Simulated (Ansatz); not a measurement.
# AsRu (rocksalt type): how the settings move a single-point run

Question: which choices in the input matter for AsRu (rocksalt type)?

Computed with Ansatz 0.2.0 (reference: DFT, PBEsol, all-electron LAPW, scalar-relativistic, unless a step's input says otherwise).

2 further runs of the same task are left out: 2 that didn't finish. Runs told in other sessions of the task aren't counted.

### Step 1. The system as given

Symmetry: Fm-3m, No. 225, cubic system. Conventional cell: a = 4.799 Å, b = 4.799 Å, c = 4.799 Å, α = 90.00°, β = 90.00°, γ = 90.00°. Ru (site symmetry m-3m) has 6 As at 2.40 Å in its first shell of neighbours. As (site symmetry m-3m) is surrounded by 6 Ru at 2.40 Å.

As a file:

```cif
data_structure
_symmetry_space_group_name_H-M 'P 1'
_symmetry_Int_Tables_number 1
_cell_length_a 3.3937
_cell_length_b 3.3937
_cell_length_c 3.3937
_cell_angle_alpha 60.000
_cell_angle_beta 60.000
_cell_angle_gamma 60.000
_cell_volume 27.64
loop_
_atom_site_label
_atom_site_type_symbol
_atom_site_fract_x
_atom_site_fract_y
_atom_site_fract_z
_atom_site_occupancy
Ru1 Ru 0.00000 0.00000 0.00000 1
As1 As 0.50000 0.50000 0.50000 1
```

### Step 2. Reference

Contents of input.yaml:

```yaml
crystal:
  lattice:
    - [0.0, 2.3997405379, 2.3997405379]
    - [2.3997405379, 0.0, 2.3997405379]
    - [2.3997405379, 2.3997405379, 0.0]
  atoms:
    - { symbol: Ru, position: [0.0, 0.0, 0.0] }
    - { symbol: As, position: [0.5, 0.5, 0.5] }
kpoints:
  mp_grid: { grid: [14, 14, 14] }
scf:
  occupations: { method: fermi_dirac, width: 0.1 }
hamiltonian:
  xc: pbesol
  pseudopotentials: { kind: all_electron, lapw: { basis_error: 0.001 } }
output:
  forces: true
  stress: true
  eigenvalues: true
  populations: true
```

On the command line:

```sh
ansatz run input.yaml --threads 1 --pin off --max-ram 2048MiB --backend cpu --events-out ev --progress --plain --runs-dir out
```

### Step 3. Changing settings: n_extra_bands 16, mixing.algorithm msr1, mixing.beta 0.7, mixing.ndim 4, lower_state_search full

Edit input.yaml of step 2 so:

```diff
@@ -12,2 +12,5 @@
   occupations: { method: fermi_dirac, width: 0.1 }
+  n_extra_bands: 16
+  mixing: { algorithm: msr1, beta: 0.7, ndim: 4 }
+  lower_state_search: full
 hamiltonian:
```

What does the calculation give? Wanted: for each run, ending; energy change; pressure; gap; force.

**Answer**, as computed:

```csv
run,ending,energy change,pressure (GPa),gap (eV),force (eV/Å),cycles,time
reference,converged,0,31.7,0.00,0.00,9,18 s
"1: n_extra_bands 16, mixing.algorithm msr1, mixing.beta 0.7, mixing.ndim 4, lower_state_search full",converged,0.0 meV/atom,31.7,0.00,0.00,10,52 s
```

Residual by cycle in the longest SCF loop of each run; runs are numbered as in the table. The quantity is the density residual dr2, in eV.

```csv
cycle,reference,run 1
1,0.21,0.211
2,0.0427,0.2
3,0.00663,0.00718
4,0.00116,9.6e-4
5,6.2e-4,5.6e-4
6,3.4e-5,1.2e-4
7,6.9e-7,5.0e-6
8,4.6e-7,3.4e-6
9,3.9e-8,6.8e-7
10,-,3.8e-8
```

What this shows: Changing the band count, mixing and search for lower states leaves the energy as it was (0.0 meV/atom). Cost: 10 SCF cycles against 9, 52 s against 18 s. The structure is not at rest: the sound run finds 32 GPa, so these are no properties of the relaxed crystal. The reference leaves spin out although Ru can carry a moment, so its state need not be the lowest.
